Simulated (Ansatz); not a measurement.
# SnS: a point defect seen from the nuclei (Cu on a Sn site), part 3 of 3

How do the nuclei near a point defect see it? The defect is Cu on a Sn site in SnS (cell charge -1), first unrelaxed. The cell is a supercell built from a computed entry of the Materials Project. Planned: a single point, then a relaxation, then a check of algorithm with hubbard with ecutwfc.

Ansatz 0.2.0; DFT, PBE, plane-wave PAW, default files, scalar-relativistic, as far as a step names no other. The steps go on from the part before.

### 4 A check on settings: scf.algorithm = density_mixing, hamiltonian.hubbard changed, basis.ecutwfc = 500 eV

input.yaml

```yaml
crystal:
  lattice:
    - [11.39201851, 0.0, 0.0]
    - [0.0, 7.91371042, 0.0]
    - [0.0, 0.0, 9.06562138]
  atoms:
    - { symbol: Cu, position: [0.62163275, 0.125, 0.18476992] }
    - { symbol: Sn, position: [0.62163275, 0.125, 0.68476992] }
    - { symbol: Sn, position: [0.62163275, 0.625, 0.18476992] }
    - { symbol: Sn, position: [0.62163275, 0.625, 0.68476992] }
    - { symbol: Sn, position: [0.37836725, 0.375, 0.31523008] }
    - { symbol: Sn, position: [0.37836725, 0.375, 0.81523008] }
    - { symbol: Sn, position: [0.37836725, 0.875, 0.31523008] }
    - { symbol: Sn, position: [0.37836725, 0.875, 0.81523008] }
    - { symbol: Sn, position: [0.87836725, 0.375, 0.43476992] }
    - { symbol: Sn, position: [0.87836725, 0.375, 0.93476992] }
    - { symbol: Sn, position: [0.87836725, 0.875, 0.43476992] }
    - { symbol: Sn, position: [0.87836725, 0.875, 0.93476992] }
    - { symbol: Sn, position: [0.12163275, 0.125, 0.06523008] }
    - { symbol: Sn, position: [0.12163275, 0.125, 0.56523008] }
    - { symbol: Sn, position: [0.12163275, 0.625, 0.06523008] }
    - { symbol: Sn, position: [0.12163275, 0.625, 0.56523008] }
    - { symbol: S, position: [0.34749746, 0.125, 0.0052984] }
    - { symbol: S, position: [0.34749746, 0.125, 0.5052984] }
    - { symbol: S, position: [0.34749746, 0.625, 0.0052984] }
    - { symbol: S, position: [0.34749746, 0.625, 0.5052984] }
    - { symbol: S, position: [0.65250254, 0.375, 0.4947016] }
    - { symbol: S, position: [0.65250254, 0.375, 0.9947016] }
    - { symbol: S, position: [0.65250254, 0.875, 0.4947016] }
    - { symbol: S, position: [0.65250254, 0.875, 0.9947016] }
    - { symbol: S, position: [0.15250254, 0.375, 0.2552984] }
    - { symbol: S, position: [0.15250254, 0.375, 0.7552984] }
    - { symbol: S, position: [0.15250254, 0.875, 0.2552984] }
    - { symbol: S, position: [0.15250254, 0.875, 0.7552984] }
    - { symbol: S, position: [0.84749746, 0.125, 0.2447016] }
    - { symbol: S, position: [0.84749746, 0.125, 0.7447016] }
    - { symbol: S, position: [0.84749746, 0.625, 0.2447016] }
    - { symbol: S, position: [0.84749746, 0.625, 0.7447016] }
total_charge: -1
kpoints:
  mp_grid: { grid: [2, 3, 2] }
scf:
  occupations: { method: fermi_dirac, width: 0.01 }
  algorithm: density_mixing
hamiltonian:
  xc: pbe
  pseudopotentials: { kind: paw }
  hubbard: { sites: [{ species: Cu, l: d, u_eff: 8.0 }], double_counting: fll }
output:
  forces: true
  stress: true
  populations: true
  efg:
    quadrupole_moments_barn: { Cu: -0.22, Sn: -0.132, S: -0.0694 }
    contact_densities: true
basis:
  ecutwfc: "500 eV"
```

Started as:

```sh
ansatz run input.yaml --threads 4 --pin off --max-ram 8192MiB --backend cpu --events-out ev --progress --plain --runs-dir out
```

What it wrote:

```text
Warning: RAYON_NUM_THREADS=4 ignored (pool sized by the plan → 4); use --threads N
Cu: projections on atomic orbitals take those of the free atom [Ne] 3s2 3p6 3d10 4s1, of charge +0.00 (hamiltonian.pseudopotentials.projection_atoms); the dataset's partial waves leave at most 2.0e-6 of an orbital's norm unspanned inside its sphere
Sn: projections on atomic orbitals take those of the free atom [Kr] 4d10 5s2 5p2, of charge +0.00 (hamiltonian.pseudopotentials.projection_atoms); the dataset's partial waves leave at most 5.0e-6 of an orbital's norm unspanned inside its sphere
S: projections on atomic orbitals take those of the free atom [Ne] 3s2 3p4, of charge +0.00 (hamiltonian.pseudopotentials.projection_atoms); the dataset's partial waves leave at most 1.6e-7 of an orbital's norm unspanned inside its sphere
Sn: output.efg is read without spin–orbit coupling, which moves field gradients at and beside such atoms by some per cent and up to a factor of two; PAW files take it under magnetization.noncollinear and magnetization.spin_orbit
Engine: ansatz 0.2.0, x86_64-unknown-linux-gnu
Pseudopotentials: kind: paw
Pseudopotential: Cu, paw, valence charge 19, recommended cutoff 420 eV (normal), Cu.paw.azcp
Pseudopotential: Sn, paw, valence charge 14, recommended cutoff 420 eV (normal), Sn.paw.azcp
Pseudopotential: S, paw, valence charge 6, recommended cutoff 420 eV (normal), S.paw.azcp
Functional definition: PBE
  parameter kappa = 0.804
  parameter beta = 0.06672455060314922
  exchange = pbe_x(kappa = kappa, mu = beta*pi^2/3)
  correlation = pbe_c(beta = beta)
Crystal: 32 atoms, lattice volume = 817.294 Å³
Basis set: ecut = 500 eV, 20729 PW (Γ), exchange–correlation on 180×120×144 points (8 copies of the dense FFT grid, shifted against one another)
Bands: 196, of which v1, the nominal top of the filled ones, is band 163 counted from 1 (162 counted from 0)
Symmetry: 2 space group operations
Space group: Pm (ITA 6), of the structure as read, at distance tolerance 9.3e-5 Å
k-points: 8 of 12
Non-local potential: Cu, projectors of the file, l = 0: 3, l = 1: 2, l = 2: 3, l = 3: 1
Non-local potential: Sn, projectors of the file, l = 0: 2, l = 1: 2, l = 2: 2, l = 3: 2
Non-local potential: S, projectors of the file, l = 0: 2, l = 1: 2, l = 2: 2
PAW form: soft (Blöchl's): semilocal exchange-correlation on the pseudo side does not see the compensation charge
PAW one-centre angular grid: Cu, 590 points (default); XC on 64 Gauss nodes
PAW one-centre angular grid: Sn, 590 points (default); XC on 64 Gauss nodes
PAW one-centre angular grid: S, 110 points (default); XC on 64 Gauss nodes
Initial density: superposition of atomic densities (chi_scale 0.1, normalization cell, long waves of neutral atoms scaled as one to the charged cell's electrons under a Hubbard term (reshape's long-wave potential 0.04 eV rms, cloud 2.44 Å wide))
Initial wavefunctions: pseudopotential atomic-orbital guess
Functional: x = pbe(κ = 0.804, μ = 0.2195149727645171), c = pbe(β = 0.06672455060314922)
iter 1 solved again at ethr=1.86e-3 eV; its pass at ethr=3.10e-3 eV (dr2=6.08e0 eV) is discarded
SCF iter   1: F=—  HF=-111427.302126 eV  |F-HF|=—  |Δ(HF+E_count)|=         —  Δρ=2.34e-2  dr2=6.11e0  ethr=1.86e-3  ⟨swp⟩=2.6  Hψ=7789  notcnv=0
preconditioner: auto → Resta (q_TF=auto, 2.341 Å⁻¹)  ε∞=3.2  [insulator: Δε(μ)=1.023 eV  Ē_g=15.726 eV  σ=0.010 eV  W_gap=1.00  n_scr=174 (ndim 8)  ℏωp=23.2 eV  f_vac=0.000  D(μ)=0.00/eV (n_scr^D=0)  ε∞_Penn≈3.2]
SCF iter   2: F=—  HF=-111426.103864 eV  |F-HF|=—  |Δ(HF+E_count)|=    1.20e0  Δρ=1.24e-2  dr2=1.13e0  ethr=1.86e-3  ⟨swp⟩=4.6  Hψ=2900  notcnv=0  defer=2
[... 6 lines left out ...]
SCF iter   9: F=—  HF=-111426.064949 eV  |F-HF|=—  |Δ(HF+E_count)|=   3.91e-5  Δρ=1.11e-5  dr2=2.25e-6  ethr=1.06e-8  ⟨swp⟩=2.0  Hψ=1805  notcnv=0  defer=215
SCF iter  10: F=—  HF=-111426.064950 eV  |F-HF|=—  |Δ(HF+E_count)|=   7.25e-7  Δρ=4.29e-6  dr2=1.41e-7  ethr=6.91e-10  ⟨swp⟩=2.0  Hψ=1894  notcnv=0  defer=215
SCF iter  11: F=-111426.064950 eV  HF=-111426.064950 eV  |F-HF|=2.35e-8  |Δ(HF+E_count)|=   1.94e-7  Δρ=1.94e-6  dr2=5.90e-8  ethr=3.07e-11  ⟨swp⟩=11.4  Hψ=8361  notcnv=0
SCF 1 converged in 11 iterations: F = -111426.064950 eV  dr2 = 5.90e-8
SCF converged after 11 iterations
Free energy (F): -111426.064950 eV
Harris-Foulkes:  -111426.064950 eV  (|F-HF|=2.35e-8)
Internal energy: -111426.064950 eV  (E = F + TS)
E sigma→0 (E₀):  -111426.064950 eV
Fermi energy:    7.770046 eV
--- Per-component energies (eV) ---
  E_band       = -2292.520554
  E_kinetic    = 4792.093380
  E_local      = -23306.243147  (includes V_loc(G=0)·N_el)
  E_nonlocal   = 382.441582
  E_hartree    = 12339.764863
  E_xc         = -7389.855479
  E_vxc        = -2960.039272  (∫ρ·V_xc dr)
  E_hubbard    = 0.152843  (on-site DFT+U / exact-exchange correction)
  E_vhub       = -39.540849  (the Hubbard potential's part of the band-sum identity)
  E_paw        = -73298.052333  (= ΣΔE_a)
  E_vpaw       = -5840.771280  (= ΣTr[D̂ρ^β])
  E_aug_tail   = 0.000162  (compensation charges beyond the density's cutoff)
  E_ewald      = -24946.366821
  E_smearing   = -0.000000  (= −TS)
  E_closure    = 0.000000  (closes the sum)
  E_deformation_potential = -12.947777  (in the stress; not in F)
  Σ components = -111426.064950   (vs F -111426.064950, Δ=0.00e0)
--- Forces (eV/Å), atoms counted from 1 ---
  atom   1  Cu     0.92719619     0.00000000    -0.86286069
  atom   2  Sn    -0.08860837     0.00000000     0.24982221
  atom   3  Sn     0.02957396     0.00000000    -0.48362935
  atom   4  Sn    -0.18604265     0.00000000     0.37787096
  atom   5  Sn     0.27439454    -0.03590062    -0.21434936
  atom   6  Sn     0.32158372    -0.03456597    -0.05286681
  atom   7  Sn     0.27439454     0.03590062    -0.21434936
  atom   8  Sn     0.32158372     0.03456597    -0.05286681
  atom   9  Sn     0.07417112    -0.29649084    -0.14558689
  atom  10  Sn    -0.30887521    -0.02972202     0.31679125
  atom  11  Sn     0.07417112     0.29649084    -0.14558689
  atom  12  Sn    -0.30887521     0.02972202     0.31679125
  atom  13  Sn    -0.30596389     0.00000000    -0.15784907
  atom  14  Sn    -0.21260882     0.00000000    -0.13377402
  atom  15  Sn    -0.21480969     0.00000000    -0.15400750
  atom  16  Sn    -0.30219107     0.00000000    -0.14613633
  atom  17  S      0.17504414     0.00000000     0.12921857
  atom  18  S      0.04281267     0.00000000     0.23272824
  atom  19  S      0.07867103     0.00000000     0.15844049
  atom  20  S      0.19290701     0.00000000     0.05995194
  atom  21  S     -0.07432235    -0.10473318    -0.17794100
  atom  22  S     -0.21387771    -0.18211045     0.38368553
  atom  23  S     -0.07432235     0.10473318    -0.17794100
  atom  24  S     -0.21387771     0.18211045     0.38368553
  atom  25  S     -0.07258380     0.02691389     0.19254753
  atom  26  S     -0.14094193     0.00941731     0.13863804
  atom  27  S     -0.07258380    -0.02691389     0.19254753
  atom  28  S     -0.14094193    -0.00941731     0.13863804
  atom  29  S     -0.32938092     0.00000000     0.29043912
  atom  30  S      0.15145318     0.00000000    -0.16218553
  atom  31  S      0.14630888     0.00000000    -0.08356386
  atom  32  S      0.17653972     0.00000000    -0.19628286
  max |Σ_I F_I| component: 1.89e-5 eV/Å
--- Stress (GPa, compression-positive) ---
        0.404981       0.000000       0.207787
        0.000000       0.505032       0.000000
        0.207788       0.000000      -0.044848
  P = ⅓ Tr σ = 0.2884 GPa (2.884 kbar)
--- PAW observables at the nuclei: V_zz in 10²¹ V/m², potentials from the cell's mean, atoms counted from 1 ---
  atom   1  Cu V_zz =    +2.666929   η = 0.0846   by run symmetry: allowed   C_q = -14.1869 MHz
            electrostatic potential = -3756.744855 V   contact ρ = 147531.138113 e/Å³
  atom   2  Sn V_zz =   -12.661565   η = 0.4000   by run symmetry: allowed   C_q = +40.4125 MHz
            electrostatic potential = -8170.231319 V   contact ρ = 1236460.259525 e/Å³
  atom   3  Sn V_zz =   -14.055634   η = 0.4177   by run symmetry: allowed   C_q = +44.8620 MHz
            electrostatic potential = -8170.418636 V   contact ρ = 1236452.325007 e/Å³
  atom   4  Sn V_zz =   -12.379533   η = 0.3938   by run symmetry: allowed   C_q = +39.5123 MHz
            electrostatic potential = -8170.311501 V   contact ρ = 1236462.537656 e/Å³
  atom   5  Sn V_zz =   -12.284151   η = 0.3019   by run symmetry: allowed   C_q = +39.2079 MHz
            electrostatic potential = -8170.080678 V   contact ρ = 1236463.502821 e/Å³
  atom   6  Sn V_zz =   -12.273783   η = 0.3020   by run symmetry: allowed   C_q = +39.1748 MHz
            electrostatic potential = -8170.120067 V   contact ρ = 1236462.777681 e/Å³
  atom   7  Sn V_zz =   -12.284151   η = 0.3019   by run symmetry: allowed   C_q = +39.2079 MHz
            electrostatic potential = -8170.080678 V   contact ρ = 1236463.502821 e/Å³
  atom   8  Sn V_zz =   -12.273783   η = 0.3020   by run symmetry: allowed   C_q = +39.1748 MHz
            electrostatic potential = -8170.120067 V   contact ρ = 1236462.777681 e/Å³
  atom   9  Sn V_zz =   -13.281764   η = 0.5301   by run symmetry: allowed   C_q = +42.3920 MHz
            electrostatic potential = -8170.317266 V   contact ρ = 1236455.230523 e/Å³
  atom  10  Sn V_zz =   -14.390570   η = 0.1182   by run symmetry: allowed   C_q = +45.9310 MHz
            electrostatic potential = -8170.291975 V   contact ρ = 1236456.424719 e/Å³
  atom  11  Sn V_zz =   -13.281764   η = 0.5301   by run symmetry: allowed   C_q = +42.3920 MHz
            electrostatic potential = -8170.317266 V   contact ρ = 1236455.230523 e/Å³
  atom  12  Sn V_zz =   -14.390570   η = 0.1182   by run symmetry: allowed   C_q = +45.9310 MHz
            electrostatic potential = -8170.291975 V   contact ρ = 1236456.424719 e/Å³
  atom  13  Sn V_zz =   -12.660611   η = 0.2305   by run symmetry: allowed   C_q = +40.4095 MHz
            electrostatic potential = -8170.163718 V   contact ρ = 1236464.868165 e/Å³
  atom  14  Sn V_zz =   -12.369520   η = 0.3274   by run symmetry: allowed   C_q = +39.4804 MHz
            electrostatic potential = -8170.100841 V   contact ρ = 1236463.477632 e/Å³
  atom  15  Sn V_zz =   -12.511439   η = 0.3175   by run symmetry: allowed   C_q = +39.9333 MHz
            electrostatic potential = -8170.101518 V   contact ρ = 1236463.470675 e/Å³
  atom  16  Sn V_zz =   -12.137436   η = 0.3627   by run symmetry: allowed   C_q = +38.7396 MHz
            electrostatic potential = -8170.111004 V   contact ρ = 1236464.885350 e/Å³
  atom  17  S  V_zz =    -4.835184   η = 0.0151   by run symmetry: allowed   C_q = +8.1138 MHz
            electrostatic potential = -1634.187824 V   contact ρ = 19770.455625 e/Å³
  atom  18  S  V_zz =    -4.301040   η = 0.0334   by run symmetry: allowed   C_q = +7.2175 MHz
            electrostatic potential = -1634.148846 V   contact ρ = 19770.259636 e/Å³
  atom  19  S  V_zz =    -4.422964   η = 0.0442   by run symmetry: allowed   C_q = +7.4221 MHz
            electrostatic potential = -1634.136478 V   contact ρ = 19770.258517 e/Å³
  atom  20  S  V_zz =    -4.921090   η = 0.0846   by run symmetry: allowed   C_q = +8.2580 MHz
            electrostatic potential = -1634.070652 V   contact ρ = 19770.194309 e/Å³
  atom  21  S  V_zz =    -3.666425   η = 0.1880   by run symmetry: allowed   C_q = +6.1526 MHz
            electrostatic potential = -1634.301467 V   contact ρ = 19770.424253 e/Å³
  atom  22  S  V_zz =    +5.379724   η = 0.9454   by run symmetry: allowed   C_q = -9.0276 MHz
            electrostatic potential = -1634.644518 V   contact ρ = 19770.108656 e/Å³
  atom  23  S  V_zz =    -3.666425   η = 0.1880   by run symmetry: allowed   C_q = +6.1526 MHz
            electrostatic potential = -1634.301467 V   contact ρ = 19770.424253 e/Å³
  atom  24  S  V_zz =    +5.379724   η = 0.9454   by run symmetry: allowed   C_q = -9.0276 MHz
            electrostatic potential = -1634.644518 V   contact ρ = 19770.108656 e/Å³
  atom  25  S  V_zz =    -4.484521   η = 0.0991   by run symmetry: allowed   C_q = +7.5254 MHz
            electrostatic potential = -1634.122926 V   contact ρ = 19770.222428 e/Å³
  atom  26  S  V_zz =    -4.449522   η = 0.0210   by run symmetry: allowed   C_q = +7.4667 MHz
            electrostatic potential = -1634.144547 V   contact ρ = 19770.256392 e/Å³
  atom  27  S  V_zz =    -4.484521   η = 0.0991   by run symmetry: allowed   C_q = +7.5254 MHz
            electrostatic potential = -1634.122926 V   contact ρ = 19770.222428 e/Å³
  atom  28  S  V_zz =    -4.449522   η = 0.0210   by run symmetry: allowed   C_q = +7.4667 MHz
            electrostatic potential = -1634.144547 V   contact ρ = 19770.256392 e/Å³
  atom  29  S  V_zz =    -5.731100   η = 0.4713   by run symmetry: allowed   C_q = +9.6173 MHz
            electrostatic potential = -1634.609001 V   contact ρ = 19770.740641 e/Å³
  atom  30  S  V_zz =    -4.420756   η = 0.1683   by run symmetry: allowed   C_q = +7.4184 MHz
            electrostatic potential = -1634.245122 V   contact ρ = 19770.129232 e/Å³
  atom  31  S  V_zz =    -3.989352   η = 0.0866   by run symmetry: allowed   C_q = +6.6945 MHz
            electrostatic potential = -1634.294610 V   contact ρ = 19770.177260 e/Å³
  atom  32  S  V_zz =    -4.620858   η = 0.1920   by run symmetry: allowed   C_q = +7.7542 MHz
            electrostatic potential = -1634.300894 V   contact ρ = 19770.152112 e/Å³
--- Band table (eV; the first three rows and the last of 8) ---
[... 4 lines left out ...]
Occupation matrices written to <dir>
--- Löwdin populations: 32 sites ---
  site symbol       q [e]
     0     Cu     18.5104
     1     Sn     13.5792
     2     Sn     13.5981
     3     Sn     13.5883
     4     Sn     13.6049
     5     Sn     13.5836
     6     Sn     13.6049
     7     Sn     13.5836
     8     Sn     13.6015
     9     Sn     13.5871
    10     Sn     13.6015
    11     Sn     13.5871
    12     Sn     13.5918
    13     Sn     13.5872
    14     Sn     13.5910
    15     Sn     13.5929
    16      S      6.3804
    17      S      6.3844
    18      S      6.3770
    19      S      6.3746
    20      S      6.3897
    21      S      6.4967
    22      S      6.3897
    23      S      6.4967
    24      S      6.3785
    25      S      6.3831
    26      S      6.3785
    27      S      6.3831
    28      S      6.4837
    29      S      6.3778
    30      S      6.3759
    31      S      6.3834
  spilling = 0.003600 (of n_electrons = 326.000000)
```

It took 92 s on 4 threads of an x86-64 CPU, shared host; peak memory 4.5 GiB.

State: gap on the mesh 0.89 eV, largest force 1.267 eV/Å, pressure 0.3 GPa.

Against step 2 (V_zz in 10²¹ V/m²; 9 of 24 rows, with the four largest changes of size):

```csv
site,atoms,"V_zz, PBE","V_zz, new settings","η, PBE","η, new settings"
Cu,1,3.00,2.67,0.08,0.08
S29,29,-5.23,-5.73,0.50,0.47
S22,"22, 24",5.19,5.38,0.88,0.95
S21,"21, 23",-3.63,-3.67,0.17,0.19
S17,17,-4.73,-4.84,0.02,0.02
Sn5,"5, 7",-12.26,-12.28,0.32,0.30
Sn3,3,-14.10,-14.06,0.38,0.42
Sn9,"9, 11",-13.13,-13.28,0.53,0.53
Sn10,"10, 12",-14.25,-14.39,0.13,0.12
```

The sizes of the gradients above 0.15 moved by 0.4 % in the median, 11 % at the site that moves most (small gradients counted from 0.15; Cu, 3.00 to 2.67).

### 5 From gradients to spectra (values of step 3)

³³S (I = 3/2, Q = -69.40 mb) at 23.5 T, Larmor frequency 76.9 MHz. Second-order quadrupolar shifts of the central transition; chemical shifts are not computed, so all sites share one zero.

```csv
site,count,C_Q (MHz),η,ν_Q (MHz),δ_QIS (ppm)
S29,1,12.4,0.03,6.22,-654.9
S22,2,-7.57,0.79,3.79,-292.7
S30,1,5.59,0.05,2.80,-132.4
S17,1,9.14,0.01,4.57,-353.5
S21,2,6.50,0.21,3.25,-180.9
S20,1,7.00,0.12,3.50,-208.5
```

³³S central transition, static powder:

kHz, intensity and a bar:
```
   -185.1          0 
   -167.8          9 ###
   -150.5          8 ##
   -133.2          5 ##
   -115.9          6 ##
    -98.6         17 #####
    -81.3         29 #########
    -64.0         30 #########
    -46.7         73 ######################
    -29.4        100 ##############################
    -12.2         87 ##########################
      5.1         80 ########################
     22.4         78 #######################
     39.7         25 ########
     57.0         11 ###
     74.3          5 #
     91.6          8 ##
    108.9          0
```

¹¹⁹Sn Mössbauer parameters. δ = α(ρ − ρ₀) against SnO₂, with ρ the contact density, α = 0.0988 mm s⁻¹ a₀³ and ρ₀ = 183191.44 a₀⁻³ from a line fitted to 8 measured compounds at this level (rms miss 0.12 mm/s); ΔE_Q = ½eQV_zz(1 + η²/3)^½ with Q = -0.132 b.

```csv
site,count,ρ − ρ₀ (a₀⁻³),δ (mm/s),ΔE_Q (mm/s)
Sn10,2,33.01,3.26,1.06
Sn2,1,33.23,3.28,1.02
Sn3,1,33.00,3.26,1.04
Sn9,2,33.03,3.26,1.07
Sn16,1,33.86,3.35,0.97
```

### 6 Outcome

What follows sums up all 3 parts.

```
                                                                                                                      quantity                                                                                                                       value
                                                                                                                state (step 3)                                                         gap on the mesh 0.76 eV, largest force 0.013 eV/Å, pressure 0.1 GPa
                                                                                              V_zz by site, step 3 (10²¹ V/m²)                                  Cu 10.61, S29 -7.41, S22 4.51, Sn10 -12.74, S30 -3.33, Sn2 -11.84, S17 -5.45, S21 -3.87, …
                                                                                                   largest C_Q in size, step 3                                                                                                        56.5 MHz, ⁶³Cu at Cu
                                                                                          step 3 (ions relaxed) against step 2  8 % in the median, over a factor of two at the site that moves most (small gradients counted from 0.15; Cu, 3.00 to 10.61)
step 4 (scf.algorithm = density_mixing, hamiltonian.hubbard changed, basis.ecutwfc = 500 eV) against step 2, before relaxation                 0.4 % in the median, 11 % at the site that moves most (small gradients counted from 0.15; Cu, 3.00 to 2.67)
```

In words: Site Sn10 (3 S at 2.63–2.68 Å) carries the largest gradient. The runs allow no spin. The relaxation kept the symmetry Pm, so a distorted place of lower energy may have been missed. Relaxing moved atoms by up to 1.17 Å and single gradients by over a factor of two at the worst site (8 % in the median) (gradients over 0.15 counted), so at some sites the starting positions were a poor guide. At 23.5 T the ³³S line of the largest coupling listed spans about 270 kHz, too broad for magic-angle spinning to narrow; it calls for wide-line methods. The ¹¹⁹Sn isomer shifts lie between 3.26 and 3.35 mm/s against SnO₂. The defect repeats with the cell of 32 atoms, so it feels its images: sites between two images don't show the values beside a lone defect, and zeros or small values of η there can come from the images' arrangement. S and Sn carry a gradient in the pure host already, so the values there aren't the defect's effect alone. The relaxation keeps the site symmetry m of the start, so the impurity can move only within its mirror plane; a start off the site could end lower. A uniform background compensates the cell's charge. Semilocal functionals underestimate gradients at Cu(I), in Cu₂O by a fifth to nearly a half. The program warns that gradients near heavy atoms lack spin–orbit coupling.
